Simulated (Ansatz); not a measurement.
# Si3Te: from a guess to a relaxed structure

The task: take a trial cell of Si3Te to zero force and stress.

Computed with Ansatz 0.2.0 (DFT PBE, scalar-relativistic, plane waves, PAW, unless a step's input says otherwise).

2 further runs of the same task are left out: 1 that didn't finish, 1 set aside as unsound or not needed.

## Step 1: The starting structure

It takes space group Fm-3m (No. 225, cubic). The conventional cell has a = 7.363 Å, b = 7.363 Å, c = 7.363 Å, α = 90.00°, β = 90.00°, γ = 90.00°. Around Si (site symmetry m-3m) lie 8 Si at 3.19 Å. Around Si (site symmetry -43m) lie 4 Si at 3.19 Å and 4 Te at 3.19 Å. Te (site symmetry m-3m) is surrounded by 8 Si at 3.19 Å.

Structure file:

```
CELL_PARAMETERS angstrom
0.00000 3.68164 3.68164
3.68164 0.00000 3.68164
3.68164 3.68164 0.00000
ATOMIC_POSITIONS crystal
Si 0.50000 0.50000 0.50000
Si 0.25000 0.25000 0.25000
Si 0.75000 0.75000 0.75000
Te 0.00000 0.00000 0.00000
```

The cell is invented: species swapped into a database cell of Na3Hg (Fm-3m, No. 225), with Si on the Na sites and Te on the Hg sites. The dimensions are guesses.

## Step 2: Probe: one point on a coarse mesh

input.yaml reads:

```yaml
crystal:
  lattice:
    - [0.0, 3.68164026, 3.68164026]
    - [3.68164026, 0.0, 3.68164026]
    - [3.68164026, 3.68164026, 0.0]
  atoms:
    - { symbol: Si, position: [0.5, 0.5, 0.5] }
    - { symbol: Si, position: [0.25, 0.25, 0.25] }
    - { symbol: Si, position: [0.75, 0.75, 0.75] }
    - { symbol: Te, position: [0.0, 0.0, 0.0] }
basis:
  ecutwfc: 420
kpoints:
  mp_grid: { grid: [4, 4, 4] }
hamiltonian:
  xc: pbe
scf:
  occupations: { method: gaussian, width: 0.1 }
  lower_state_search: "off"
output:
  forces: true
  stress: true
  eigenvalues: true
```

Run with:

```bash
ansatz run input.yaml --threads 1 --pin off --max-ram 2560MiB --backend cpu --events-out ev --progress --plain --runs-dir out
```

The program printed, cut to the lines that bear on the results:

```text
Warning: RAYON_NUM_THREADS=1 ignored (pool sized by the plan → 1); use --threads N
[...]
Pseudopotentials: kind: paw
Pseudopotential: Si, paw, valence charge 4, recommended cutoff 420 eV (normal), Si.paw.azcp
Pseudopotential: Te, paw, valence charge 16, recommended cutoff 420 eV (normal), Te.paw.azcp
Functional definition: PBE
[...]
Crystal: 4 atoms, lattice volume = 99.805 Å³
Basis set: ecut = 420 eV, 1917 PW (Γ), exchange–correlation on 72×72×72 points (8 copies of the dense FFT grid, shifted against one another)
Bands: 18, of which v1, the nominal top of the filled ones, is band 14 counted from 1 (13 counted from 0)
Symmetry: 48 space group operations
Space group: Fm-3m (ITA 225), of the structure as read, at distance tolerance 4.6e-5 Å
k-points: 8 of 64
[...]
SCF iter   1: F=—  HF=-8883.262165 eV  |F-HF|=—  |Δ(HF+E_count)|=         —  Δρ=2.53e-3  dr2=1.91e-2  ethr=1.77e-3  ⟨swp⟩=7.9  Hψ=1769  notcnv=0
[...]
SCF iter   6: F=-8883.258099 eV  HF=-8883.258099 eV  |F-HF|=1.40e-8  |Δ(HF+E_count)|=   1.01e-7  Δρ=5.00e-6  dr2=1.76e-8  ethr=3.57e-10  ⟨swp⟩=9.9  Hψ=984  notcnv=0
[...]
SCF converged after 6 iterations
Free energy (F): -8883.258099 eV
[...]
E sigma→0 (E₀):  -8883.242781 eV
Entropy (-TS):   -0.030637 eV (-7.659 meV/atom)
Fermi energy:    6.818252 eV
[...]
--- Forces (eV/Å), atoms counted from 1 ---
  atom   1  Si    -0.00000000     0.00000000     0.00000000
  atom   2  Si    -0.00000000     0.00000000    -0.00000000
  atom   3  Si    -0.00000000    -0.00000000    -0.00000000
  atom   4  Te    -0.00000000     0.00000000    -0.00000000
[...]
--- Stress (GPa, compression-positive) ---
      -11.756330      -0.000000       0.000000
       -0.000000     -11.756330      -0.000000
        0.000000       0.000000     -11.756330
  P = ⅓ Tr σ = -11.7563 GPa (-117.563 kbar)
--- Band table (eV; the first three rows and the last of 8) ---
  k-point 0: bands = ["-30.4888", "-30.4888", "-30.4879", "-30.4879", "-30.4879", "-5.4707", "-0.6067", "1.5282", "3.2660", "4.0202", "4.0202", "4.0202", "5.2918", "5.2918", "5.2918", "6.1070", "6.1070", "6.1070", "10.2159", "10.2159", "12.3784", "12.3784"]
[...]
```

Run time: 1.3 s. Hardware: 1 thread of Arm Neoverse V2, shared host; peak memory 0.32 GiB.

From the probe: pressure -11.8 GPa, largest force 0.00 eV/Å, gap on this mesh none (metal). A cheap, loose relaxation comes first.

## Step 3: A loose first relaxation

input.yaml: that of step 2 with these lines changed.

```diff
@@ -23 +23,6 @@
   eigenvalues: true
+relax:
+  adjacent_minimum: "off"
+  f_tol: 0.04
+  max_steps: 70
+  cell: { stress_tol: 0.4 }
```

Run with:

```bash
ansatz run input.yaml --threads 1 --pin off --max-ram 2560MiB --backend cpu --events-out ev --progress --plain --runs-dir out
```

The program printed:

```text
Warning: RAYON_NUM_THREADS=1 ignored (pool sized by the plan → 1); use --threads N
Engine: ansatz 0.2.0, aarch64-unknown-linux-gnu
Pseudopotentials: kind: paw
Pseudopotential: Si, paw, valence charge 4, recommended cutoff 420 eV (normal), Si.paw.azcp
Pseudopotential: Te, paw, valence charge 16, recommended cutoff 420 eV (normal), Te.paw.azcp
Functional definition: PBE
  parameter kappa = 0.804
  parameter beta = 0.06672455060314922
  exchange = pbe_x(kappa = kappa, mu = beta*pi^2/3)
  correlation = pbe_c(beta = beta)
Crystal: 4 atoms, lattice volume = 99.805 Å³
Basis set: ecut = 420 eV, 1917 PW (Γ), exchange–correlation on 72×72×72 points (8 copies of the dense FFT grid, shifted against one another)
Bands: 18, of which v1, the nominal top of the filled ones, is band 14 counted from 1 (13 counted from 0)
Symmetry: 48 space group operations
Space group: Fm-3m (ITA 225), of the structure as read, at distance tolerance 4.6e-5 Å
k-points: 8 of 64
Non-local potential: Si, projectors of the file, l = 0: 2, l = 1: 2, l = 2: 2
Non-local potential: Te, projectors of the file, l = 0: 2, l = 1: 2, l = 2: 2, l = 3: 2
PAW form: soft (Blöchl's): semilocal exchange-correlation on the pseudo side does not see the compensation charge
PAW one-centre angular grid: Si, 110 points (default); XC on 64 Gauss nodes
PAW one-centre angular grid: Te, 590 points (default); XC on 64 Gauss nodes
Initial density: superposition of atomic densities (neutral atoms: chi_scale 0, normalization atom), corrected by the library's trained network
Initial wavefunctions: pseudopotential atomic-orbital guess
Functional: x = pbe(κ = 0.804, μ = 0.2195149727645171), c = pbe(β = 0.06672455060314922)
SCF iter   1: F=—  HF=-8883.262165 eV  |F-HF|=—  |Δ(HF+E_count)|=         —  Δρ=2.53e-3  dr2=1.91e-2  ethr=1.77e-3  ⟨swp⟩=7.9  Hψ=1769  notcnv=0
automatic band count: the SCF goes on with 22 bands, as 18 were too few: the levels above may hold too much charge
preconditioner: auto → Kerker (q_TF=auto, 2.207 Å⁻¹)  [metal: Δε(μ)=0.090 eV  Ē_g=7.709 eV  σ=0.100 eV  W_gap=0.47  n_scr=14 (ndim 8)  ℏωp=15.8 eV  f_vac=0.000  D(μ)=5.68/eV (n_scr^D=58)]
SCF iter   2: F=—  HF=-8883.258538 eV  |F-HF|=—  |Δ(HF+E_count)|=   3.63e-3  Δρ=1.38e-3  dr2=4.20e-3  ethr=6.82e-5  ⟨swp⟩=1.9  Hψ=248  notcnv=0
SCF iter   3: F=—  HF=-8883.258097 eV  |F-HF|=—  |Δ(HF+E_count)|=   4.40e-4  Δρ=4.13e-4  dr2=1.93e-4  ethr=1.50e-5  ⟨swp⟩=2.2  Hψ=232  notcnv=0
SCF iter   4: F=—  HF=-8883.258097 eV  |F-HF|=—  |Δ(HF+E_count)|=   1.19e-7  Δρ=1.34e-4  dr2=2.05e-5  ethr=6.88e-7  ⟨swp⟩=2.1  Hψ=277  notcnv=0
SCF iter   5: F=—  HF=-8883.258099 eV  |F-HF|=—  |Δ(HF+E_count)|=   1.50e-6  Δρ=2.69e-5  dr2=5.46e-7  ethr=7.34e-8  ⟨swp⟩=2.0  Hψ=243  notcnv=0
SCF iter   6: F=-8883.258099 eV  HF=-8883.258099 eV  |F-HF|=1.40e-8  |Δ(HF+E_count)|=   1.01e-7  Δρ=5.00e-6  dr2=1.76e-8  ethr=3.57e-10  ⟨swp⟩=9.9  Hψ=984  notcnv=0
SCF 1 converged in 6 iterations: F = -8883.258099 eV  dr2 = 1.76e-8
relax step   1: F+E_penalty+E_count = -8883.25809885 eV  Δ(F+E_penalty+E_count) = +0.000e0 eV  max|allowed force component| = 2.313e-17 eV/Å  Δτ_max = 0.0000 Å  P = -11.756 GPa  Ω = 99.805 Å³  (6 SCF iters, dr2 threshold 1.00e-7 eV, accepted)
Crystal: 4 atoms, lattice volume = 85.909 Å³
Basis set: ecut = 420 eV, 1687 PW (Γ), exchange–correlation on 72×72×72 points (8 copies of the dense FFT grid, shifted against one another)
Bands: 22, of which v1, the nominal top of the filled ones, is band 14 counted from 1 (13 counted from 0)
Initial density: handed on by an earlier stage of this run
Initial wavefunctions: those handed on with the density
iter 1 solved again at ethr=3.19e-4 eV; its pass at ethr=3.10e-3 eV (dr2=8.93e-2 eV) is discarded
SCF iter   1: F=—  HF=-8884.232607 eV  |F-HF|=—  |Δ(HF+E_count)|=         —  Δρ=6.00e-3  dr2=9.04e-2  ethr=3.19e-4  ⟨swp⟩=1.4  Hψ=1100  notcnv=0
preconditioner: auto → Kerker (q_TF=auto, 2.263 Å⁻¹)  [metal: Δε(μ)=0.060 eV  Ē_g=8.403 eV  σ=0.100 eV  W_gap=0.33  n_scr=14 (ndim 8)  ℏωp=17.0 eV  f_vac=0.000  D(μ)=6.22/eV (n_scr^D=64)]
SCF iter   2: F=—  HF=-8884.214102 eV  |F-HF|=—  |Δ(HF+E_count)|=   1.85e-2  Δρ=2.96e-3  dr2=1.98e-2  ethr=3.19e-4  ⟨swp⟩=1.0  Hψ=176  notcnv=0
SCF iter   3: F=—  HF=-8884.209437 eV  |F-HF|=—  |Δ(HF+E_count)|=   4.66e-3  Δρ=6.46e-4  dr2=3.12e-4  ethr=7.08e-5  ⟨swp⟩=2.4  Hψ=238  notcnv=0
SCF iter   4: F=—  HF=-8884.209453 eV  |F-HF|=—  |Δ(HF+E_count)|=   1.63e-5  Δρ=1.78e-4  dr2=2.25e-5  ethr=1.12e-6  ⟨swp⟩=2.4  Hψ=253  notcnv=0
SCF iter   5: F=-8884.209455 eV  HF=-8884.209455 eV  |F-HF|=4.07e-8  |Δ(HF+E_count)|=   1.63e-6  Δρ=2.10e-5  dr2=3.12e-7  ethr=1.43e-9  ⟨swp⟩=5.8  Hψ=963  notcnv=0
SCF 2 converged in 5 iterations: F = -8884.209455 eV  dr2 = 3.12e-7
relax step   2: F+E_penalty+E_count = -8884.20945479 eV  Δ(F+E_penalty+E_count) = -9.514e-1 eV  max|allowed force component| = 8.327e-17 eV/Å  Δτ_max = 0.0000 Å  P = -9.369 GPa  Ω = 85.909 Å³  energy of the carried Pulay correction = +1.574e-3 eV  (5 SCF iters, dr2 threshold 4.00e-7 eV, accepted)
Crystal: 4 atoms, lattice volume = 73.366 Å³
Basis set: ecut = 420 eV, 1459 PW (Γ), exchange–correlation on 72×72×72 points (8 copies of the dense FFT grid, shifted against one another)
iter 1 solved again at ethr=3.31e-4 eV; its pass at ethr=3.10e-3 eV (dr2=9.26e-2 eV) is discarded
SCF iter   1: F=—  HF=-8884.715714 eV  |F-HF|=—  |Δ(HF+E_count)|=         —  Δρ=7.08e-3  dr2=9.33e-2  ethr=3.31e-4  ⟨swp⟩=1.4  Hψ=1125  notcnv=0
preconditioner: auto → Kerker (q_TF=auto, 2.324 Å⁻¹)  [metal: Δε(μ)=0.077 eV  Ē_g=9.308 eV  σ=0.100 eV  W_gap=0.41  n_scr=14 (ndim 8)  ℏωp=18.4 eV  f_vac=0.000  D(μ)=5.78/eV (n_scr^D=58)]
SCF iter   2: F=—  HF=-8884.695112 eV  |F-HF|=—  |Δ(HF+E_count)|=   2.06e-2  Δρ=3.92e-3  dr2=2.74e-2  ethr=3.31e-4  ⟨swp⟩=1.0  Hψ=176  notcnv=0
SCF iter   3: F=—  HF=-8884.687562 eV  |F-HF|=—  |Δ(HF+E_count)|=   7.55e-3  Δρ=5.64e-4  dr2=1.39e-4  ethr=9.77e-5  ⟨swp⟩=2.1  Hψ=226  notcnv=0
SCF iter   4: F=—  HF=-8884.687617 eV  |F-HF|=—  |Δ(HF+E_count)|=   5.48e-5  Δρ=1.77e-4  dr2=1.48e-5  ethr=4.95e-7  ⟨swp⟩=2.2  Hψ=256  notcnv=0
SCF iter   5: F=—  HF=-8884.687618 eV  |F-HF|=—  |Δ(HF+E_count)|=   1.34e-6  Δρ=2.37e-5  dr2=5.30e-7  ethr=5.29e-8  ⟨swp⟩=2.1  Hψ=247  notcnv=0
SCF iter   6: F=-8884.687618 eV  HF=-8884.687618 eV  |F-HF|=1.13e-8  |Δ(HF+E_count)|=   1.00e-7  Δρ=3.64e-6  dr2=1.44e-8  ethr=1.43e-9  ⟨swp⟩=7.0  Hψ=822  notcnv=0
SCF 3 converged in 6 iterations: F = -8884.687618 eV  dr2 = 1.44e-8
relax step   3: F+E_penalty+E_count = -8884.68761788 eV  Δ(F+E_penalty+E_count) = -4.782e-1 eV  max|allowed force component| = 1.897e-16 eV/Å  Δτ_max = 0.0000 Å  P = -1.811 GPa  Ω = 73.366 Å³  energy of the carried Pulay correction = +3.212e-3 eV  (6 SCF iters, dr2 threshold 4.00e-7 eV, accepted)
Crystal: 4 atoms, lattice volume = 70.890 Å³
Basis set: ecut = 420 eV, 1411 PW (Γ), exchange–correlation on 72×72×72 points (8 copies of the dense FFT grid, shifted against one another)
iter 1 solved again at ethr=1.58e-5 eV; its pass at ethr=3.10e-3 eV (dr2=4.42e-3 eV) is discarded
SCF iter   1: F=—  HF=-8884.698140 eV  |F-HF|=—  |Δ(HF+E_count)|=         —  Δρ=1.61e-3  dr2=4.54e-3  ethr=1.58e-5  ⟨swp⟩=1.4  Hψ=1044  notcnv=0
preconditioner: auto → Kerker (q_TF=auto, 2.337 Å⁻¹)  [metal: Δε(μ)=0.075 eV  Ē_g=9.542 eV  σ=0.100 eV  W_gap=0.40  n_scr=14 (ndim 8)  ℏωp=18.7 eV  f_vac=0.000  D(μ)=5.47/eV (n_scr^D=58)]
SCF iter   2: F=—  HF=-8884.697108 eV  |F-HF|=—  |Δ(HF+E_count)|=   1.03e-3  Δρ=9.12e-4  dr2=1.39e-3  ethr=1.58e-5  ⟨swp⟩=1.0  Hψ=176  notcnv=0
SCF iter   3: F=—  HF=-8884.696691 eV  |F-HF|=—  |Δ(HF+E_count)|=   4.18e-4  Δρ=1.32e-4  dr2=1.01e-5  ethr=4.97e-6  ⟨swp⟩=2.0  Hψ=209  notcnv=0
SCF iter   4: F=—  HF=-8884.696681 eV  |F-HF|=—  |Δ(HF+E_count)|=   9.60e-6  Δρ=3.58e-5  dr2=6.37e-7  ethr=3.59e-8  ⟨swp⟩=2.2  Hψ=254  notcnv=0
SCF iter   5: F=-8884.696681 eV  HF=-8884.696681 eV  |F-HF|=4.94e-9  |Δ(HF+E_count)|=   2.65e-8  Δρ=4.62e-6  dr2=1.39e-8  ethr=1.43e-9  ⟨swp⟩=6.2  Hψ=810  notcnv=0
SCF 4 converged in 5 iterations: F = -8884.696681 eV  dr2 = 1.39e-8
relax step   4: F+E_penalty+E_count = -8884.69668114 eV  Δ(F+E_penalty+E_count) = -9.063e-3 eV  max|allowed force component| = 1.388e-16 eV/Å  Δτ_max = 0.0000 Å  P = +0.849 GPa  Ω = 70.890 Å³  energy of the carried Pulay correction = +3.564e-3 eV  (5 SCF iters, dr2 threshold 4.00e-7 eV, accepted)
Crystal: 4 atoms, lattice volume = 71.624 Å³
iter 1 solved again at ethr=1.01e-6 eV; its pass at ethr=3.10e-3 eV (dr2=2.82e-4 eV) is discarded
SCF iter   1: F=—  HF=-8884.698506 eV  |F-HF|=—  |Δ(HF+E_count)|=         —  Δρ=4.44e-4  dr2=3.46e-4  ethr=1.01e-6  ⟨swp⟩=2.2  Hψ=1017  notcnv=0
preconditioner: auto → Kerker (q_TF=auto, 2.333 Å⁻¹)  [metal: Δε(μ)=0.079 eV  Ē_g=9.486 eV  σ=0.100 eV  W_gap=0.42  n_scr=14 (ndim 8)  ℏωp=18.6 eV  f_vac=0.000  D(μ)=5.52/eV (n_scr^D=58)]
SCF iter   2: F=—  HF=-8884.698425 eV  |F-HF|=—  |Δ(HF+E_count)|=   8.16e-5  Δρ=2.45e-4  dr2=9.96e-5  ethr=1.01e-6  ⟨swp⟩=1.0  Hψ=176  notcnv=0
SCF iter   3: F=—  HF=-8884.698395 eV  |F-HF|=—  |Δ(HF+E_count)|=   2.95e-5  Δρ=4.07e-5  dr2=1.15e-6  ethr=3.56e-7  ⟨swp⟩=2.2  Hψ=220  notcnv=0
SCF iter   4: F=-8884.698395 eV  HF=-8884.698395 eV  |F-HF|=4.16e-9  |Δ(HF+E_count)|=   1.64e-7  Δρ=1.12e-5  dr2=5.34e-8  ethr=1.43e-9  ⟨swp⟩=7.1  Hψ=860  notcnv=0
SCF 5 converged in 4 iterations: F = -8884.698395 eV  dr2 = 5.34e-8
relax step   5: F+E_penalty+E_count = -8884.69839524 eV  Δ(F+E_penalty+E_count) = -1.714e-3 eV  max|allowed force component| = 1.943e-16 eV/Å  Δτ_max = 0.0000 Å  P = -0.042 GPa  Ω = 71.624 Å³  energy of the carried Pulay correction = +3.458e-3 eV  (4 SCF iters, dr2 threshold 4.00e-7 eV, accepted)
Basis set: ecut = 420 eV, 1411 PW (Γ), exchange–correlation on 64×64×64 points (8 copies of the dense FFT grid, shifted against one another)
Initial wavefunctions: pseudopotential atomic-orbital guess (no wavefunctions were taken with the density)
iter 1 solved again at ethr=7.77e-8 eV; its pass at ethr=3.10e-3 eV (dr2=2.18e-5 eV) is discarded
SCF iter   1: F=—  HF=-8884.696509 eV  |F-HF|=—  |Δ(HF+E_count)|=         —  Δρ=1.33e-4  dr2=1.67e-6  ethr=7.77e-8  ⟨swp⟩=3.4  Hψ=1420  notcnv=0
preconditioner: auto → Kerker (q_TF=auto, 2.333 Å⁻¹)  [metal: Δε(μ)=0.078 eV  Ē_g=9.484 eV  σ=0.100 eV  W_gap=0.41  n_scr=14 (ndim 8)  ℏωp=18.6 eV  f_vac=0.000  D(μ)=5.52/eV (n_scr^D=58)]
SCF iter   2: F=—  HF=-8884.696487 eV  |F-HF|=—  |Δ(HF+E_count)|=   2.20e-5  Δρ=6.77e-5  dr2=4.57e-7  ethr=5.95e-9  ⟨swp⟩=2.1  Hψ=251  notcnv=0
SCF iter   3: F=—  HF=-8884.696489 eV  |F-HF|=—  |Δ(HF+E_count)|=   1.46e-6  Δρ=1.35e-5  dr2=3.11e-8  ethr=1.63e-9  ⟨swp⟩=2.5  Hψ=274  notcnv=0
SCF iter   4: F=-8884.696489 eV  HF=-8884.696489 eV  |F-HF|=3.24e-10  |Δ(HF+E_count)|=   5.07e-8  Δρ=1.25e-6  dr2=8.57e-10  ethr=9.14e-12  ⟨swp⟩=5.0  Hψ=808  notcnv=0
SCF 6 converged in 4 iterations: F = -8884.696489 eV  dr2 = 8.57e-10
relax step   6: F+E_penalty+E_count = -8884.69648879 eV  Δ(F+E_penalty+E_count) = +1.906e-3 eV  max|allowed force component| = 1.943e-16 eV/Å  Δτ_max = 0.0000 Å  P = -0.058 GPa  Ω = 71.624 Å³  stress off target by 5.79e-2 GPa  SCF on the basis re-selected at this cell (its energy is not comparable with the rows above)  (4 SCF iters)
basis re-selected at this cell: Δ(F+E_penalty+E_count) = +1.906e-3 eV, ΔP = -0.016 GPa vs the last step (what re-selecting the basis moved, of the pressure what is left beyond the Pulay correction that the steps carried, after the strain that the cell walked since its last selection, with what the two solves' SCF thresholds leave and, on support functions, any second-order correction that the steps lacked; it is no measure of the basis error at this ecutwfc). The dense FFT grid was sized anew with the basis: this SCF ran on 32×32×32 points, the steps before it on 36×36×36, so part of this shift can come from that change (see relax.cell in the input reference). This SCF's stress stands 5.79e-2 GPa from its target on what of the cell is left free (relax.cell.stress_tol is 4.00e-1 GPa) and its largest allowed force component is 1.94e-16 eV/Å (relax.f_tol is 4.00e-2 eV/Å): within both
SCF converged after 4 iterations
Free energy (F): -8884.696489 eV
Harris-Foulkes:  -8884.696489 eV  (|F-HF|=3.24e-10)
Internal energy: -8884.668904 eV  (E = F + TS)
E sigma→0 (E₀):  -8884.682697 eV
Entropy (-TS):   -0.027584 eV (-6.896 meV/atom)
Fermi energy:    11.321666 eV
--- Per-component energies (eV) ---
  E_band       = -167.778728
  E_kinetic    = 299.636482
  E_local      = -1333.131884  (includes V_loc(G=0)·N_el)
  E_nonlocal   = -234.452547
  E_hartree    = 865.609299
  E_xc         = -291.076998
  E_vxc        = -246.016119  (∫ρ·V_xc dr)
  E_paw        = -6198.325743  (= ΣΔE_a)
  E_vpaw       = -385.033257  (= ΣTr[D̂ρ^β])
  E_aug_tail   = -0.000177  (compensation charges beyond the density's cutoff)
  E_ewald      = -1992.927337
  E_smearing   = -0.027584  (= −TS)
  E_closure    = -0.000000  (closes the sum)
  Σ components = -8884.696489   (vs F -8884.696489, Δ=0.00e0)
--- Forces (eV/Å), atoms counted from 1 ---
  atom   1  Si     0.00000000    -0.00000000     0.00000000
  atom   2  Si    -0.00000000    -0.00000000    -0.00000000
  atom   3  Si     0.00000000     0.00000000     0.00000000
  atom   4  Te    -0.00000000    -0.00000000    -0.00000000
  max |Σ_I F_I| component: 3.42e-30 eV/Å
--- Stress (GPa, compression-positive) ---
       -0.057946      -0.000000      -0.000000
        0.000000      -0.057946       0.000000
       -0.000000      -0.000000      -0.057946
  P = ⅓ Tr σ = -0.0579 GPa (-0.579 kbar)
--- Band table (eV; the first three rows and the last of 8) ---
  k-point 0: bands = ["-26.6856", "-26.6856", "-26.6856", "-26.6824", "-26.6824", "-3.5070", "4.1472", "6.4718", "7.1385", "7.1385", "7.1385", "8.5313", "8.5313", "8.5313", "9.5851", "9.9863", "9.9863", "9.9863", "13.6434", "13.6434", "19.6183", "19.6183"]
  k-point 1: bands = ["-26.6856", "-26.6854", "-26.6854", "-26.6823", "-26.6823", "-2.9711", "2.3104", "4.9772", "6.5454", "6.5454", "7.2045", "8.4757", "8.5548", "8.5548", "10.4496", "10.4496", "12.6550", "13.6293", "16.0949", "16.0949", "16.1325", "17.6445"]
  k-point 2: bands = ["-26.6855", "-26.6852", "-26.6852", "-26.6823", "-26.6823", "-2.0320", "0.3850", "4.6075", "6.2282", "6.3164", "6.3164", "7.7914", "7.7914", "11.4582", "12.1567", "13.3566", "13.3566", "14.0086", "14.0086", "16.6480", "17.4437", "20.4257"]
  k-point 7: bands = ["-26.6854", "-26.6854", "-26.6848", "-26.6825", "-26.6822", "-1.4441", "1.8640", "1.8640", "2.2614", "7.5823", "8.1999", "8.3871", "8.3871", "13.1058", "13.1058", "13.8871", "13.9456", "15.6423", "15.7264", "15.7264", "15.7327", "20.3029"]
--- Relaxed structure (5 steps of the walk, 5 accepted, 1 SCFs on fresh bases) ---
  F+E_penalty+E_count = -8884.69648879 eV   max|allowed force component| = 1.943e-16 eV/Å   (the final SCF, on the basis selected at the relaxed cell)
  cell:  # Å, volume = 71.6241 Å³
    - [3.019007920908522e-33, 3.2961702015027656, 3.2961702015027656]
    - [3.2961702015027656, 2.2419637030561747e-33, 3.2961702015027656]
    - [3.2961702015027656, 3.2961702015027656, -3.8215290246716945e-35]
  atoms:
    - { symbol: Si, position: [0.49999999999999994, 0.49999999999999994, 0.49999999999999994] }
    - { symbol: Si, position: [0.24999999999999997, 0.24999999999999997, 0.24999999999999997] }
    - { symbol: Si, position: [0.7499999999999999, 0.7499999999999999, 0.7499999999999999] }
    - { symbol: Te, position: [-7.698680386689778e-35, 4.642053867760949e-35, -6.477694136501828e-37] }
```

It took 6.7 s on 1 thread of Arm Neoverse V2, shared host; peak memory 0.33 GiB.

Relaxation path:

```
step  energy from step 1 (eV/cell)  largest force component (eV/Å)  pressure (GPa)  volume (Å³)
   1                        0.0000                          0.0000          -11.76        99.81
   2                       -0.9514                          0.0000           -9.37        85.91
   3                       -1.4295                          0.0000           -1.81        73.37
   4                       -1.4386                          0.0000            0.85        70.89
   5                       -1.4403                          0.0000           -0.04        71.62
   6                       -1.4384                          0.0000           -0.06        71.62
```

Step 1 is the start. Step 6 repeats the geometry before it on a plane-wave basis chosen anew for that cell, so its energy need not be comparable with the rows above.

Lengths and angles in the start's conventional setting:

|  | before | after | change |
| --- | --- | --- | --- |
| a (Å) | 7.363 | 6.592 | -10.5 % |
| b (Å) | 7.363 | 6.592 | -10.5 % |
| c (Å) | 7.363 | 6.592 | -10.5 % |
| volume (Å³/atom) | 24.95 | 17.91 | -28.2 % |
| shortest distance (Å) | 3.188 | 2.855 | -10.5 % |
| space group (0.01 Å) | Fm-3m | Fm-3m | same |

The run keeps the 48 symmetry operations of the start, so it could not have lowered the symmetry.

[end of part 1 of 2]
